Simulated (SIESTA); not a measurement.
Crystal: Bi2Te3 (Tellurobismuthite).

```
Bi Te
1.0
     2.19300    1.26613   10.16567
    -2.19300    1.26613   10.16567
     0.00000   -2.53226   10.16567
Bi Te
2 3
Direct
  0.60000 0.60000 0.60000
  0.40000 0.40000 0.40000
  0.79050 0.79050 0.79050
  0.20950 0.20950 0.20950
  0.00000 0.00000 0.00000
```

Base run:

* Program: SIESTA 5.4.2
* Functional: vdW-DF-cx
* Potentials or basis: PseudoDojo 0.4 standard (PBE files)
* Basis: DZP (energy shift 0.003 Ry; two zetas on semicore shells)
* Grid cutoff: 500 Ry
* Energy shift: 0.003 Ry
* k mesh: 7 × 7 × 7
* Occupations: fermi-dirac, width 0.05 eV
* Spin: no spin polarisation

Its results: band gap on the k mesh 0.25 eV, direct; pressure 0.9 GPa; largest force 0.139 eV/Å.

Question: The run is repeated on the same cell with these changes: functional from vdW-DF-cx to PBE; basis from DZP (energy shift 0.003 Ry; two zetas on semicore shells) to SZ (energy shift 0.003 Ry). What comes out?

Answer: Band gap on the k mesh 0.20 eV, direct; pressure 6.7 GPa; largest force 0.883 eV/Å.

Several settings changed at once, so the effect can't be laid on one alone.

Caveats: spin-orbit coupling is left out, which as a rule narrows the gap of such compounds by several tenths of an eV; the basis of atomic orbitals isn't converged, which shifts pressures, moduli and gaps; the potentials were made for another functional, which shifts forces and pressure (some runs); the basis has no polarisation orbitals (some runs).
